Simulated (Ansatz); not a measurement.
# GeH2 (triplet): the correlation ladder at distance Ge1–H2 = 3.414 Å, cc-pVDZ

Aim: climb from Hartree-Fock through coupled cluster and multireference methods for GeH2 (triplet) at one geometry and basis, and see what each rung misses.

Program: Ansatz 0.2.0, Gaussian basis. Level of theory: cc-pVDZ, core rule «outside noble gas», up to 14 orbitals frozen. These are calculated values, not measurements.

To be run: UHF; CCSD(T) on ROHF; CCSD(T) on UHF; BCCD(T) on ROHF; CISD; CCSDT(Q) on ROHF; CCSDT(Q) on UHF; CASSCF and MRCISD+Q, 4 electrons in 4 orbitals; CASSCF and NEVPT2, 4 electrons in 4 orbitals; CASSCF and MRCISD+Q, 6 electrons in 6 orbitals; CASSCF and NEVPT4(SD), 6 electrons in 6 orbitals; CASSCF and NEVPT2, 6 electrons in 6 orbitals; Full CI.

21 further runs of the same task are left out: 17 that didn't finish, 4 set aside as unsound or not needed.

### 1 The geometry

The geometry derives from a PBE0/def2-TZVP stationary point (not a proven minimum). One bond is set to the value named and the two fragments are kept rigid. No spin-orbit coupling is included. The filled d shell of Ge may be among the frozen orbitals whatever the setting's name suggests; the logs give the count.

3 atoms, charge 0, spin multiplicity 3.

Atoms are counted from 1 here; the program's logs count them from 0.

Bond lengths: Ge1–H3 1.541 Å.

As a file:

```xyz
3
GeH2
Ge    0.00000   -0.03343    0.02191
H     0.00000    1.67258   -2.93527
H     0.00000    0.73639    1.35631
```

### 2 UHF

Contents of in.yaml:

```yaml
crystal:
  periodic: [false, false, false]
  atoms:
    - {symbol: Ge, position_ang: [0.000000, -0.033426, 0.021909]}
    - {symbol: H, position_ang: [0.000000, 1.672580, -2.935275]}
    - {symbol: H, position_ang: [0.000000, 0.736393, 1.356310]}
basis:
  gaussian: {orbitals: cc-pVDZ}
magnetization: {spin_polarized: true, initial_magnetization: 2}
hamiltonian: {xc: hf}
output: {orbitals: {seedname: orbitals}}
```

Command:

```sh
ansatz run in.yaml --threads 1 --pin off --events-out ev --progress --plain --max-ram 2393MiB
```

Further steps of the session: CCSD(T) on ROHF; CCSD(T) on UHF; BCCD(T) on ROHF; CISD; CCSDT(Q) on ROHF; CCSDT(Q) on UHF; CASSCF and MRCISD+Q, 4 electrons in 4 orbitals; CASSCF and NEVPT2, 4 electrons in 4 orbitals; CASSCF and MRCISD+Q, 6 electrons in 6 orbitals; CASSCF and NEVPT4(SD), 6 electrons in 6 orbitals; CASSCF and NEVPT2, 6 electrons in 6 orbitals; Full CI.

Q: Predict the results of all the runs planned. Wanted: FCI below the RHF energy; RMP2 from FCI; UMP2 from FCI; RCCSD from FCI; RCCSD(T) from FCI; UCCSD(T) from FCI; RCCSDT(Q) from FCI; UCCSDT(Q) from FCI; NEVPT2 pair from FCI.

As calculated:

| quantity | value |
| --- | --- |
| FCI below the RHF energy | -2.3824 eV |
| RMP2 from FCI | +14.53 kcal/mol |
| UMP2 from FCI | +14.66 kcal/mol |
| RCCSD from FCI | +1.21 kcal/mol |
| RCCSD(T) from FCI | +0.30 kcal/mol |
| UCCSD(T) from FCI | +0.22 kcal/mol |
| RCCSDT(Q) from FCI | 0.00 kcal/mol |
| UCCSDT(Q) from FCI | -0.07 kcal/mol |
| NEVPT2 pair from FCI | +12.04 kcal/mol |
| NEVPT2 valence from FCI | +10.30 kcal/mol |
| NEVPT4(SD) valence from FCI | +1.29 kcal/mol |
| levels within 1 kcal/mol (43 meV) | RCCSD(T), UCCSD(T), BCCD(T), RCCSDT, UCCSDT, RCCSDT(Q), UCCSDT(Q), MRCISD+Q valence |
| T1 diagnostic | 0.018 |
| effectively unpaired electrons | 2.05 |

**Reading.** RCCSD(T) misses by +0.30 kcal/mol, 0.5 % of the correlation energy. UCCSDT, UCCSDT(Q), MRCISD+Q valence fall below full CI: unrestricted runs freeze a spin-polarised core, another one than full CI's, and coupled cluster isn't variational. One determinant dominates. Of the multireference levels listed MRCISD+Q valence comes nearest in total energy (-0.14 kcal/mol), which doesn't show that its space is the better one. These misses are within one basis, not against nature; the frozen cores of restricted and unrestricted runs differ, which can shift their rows.
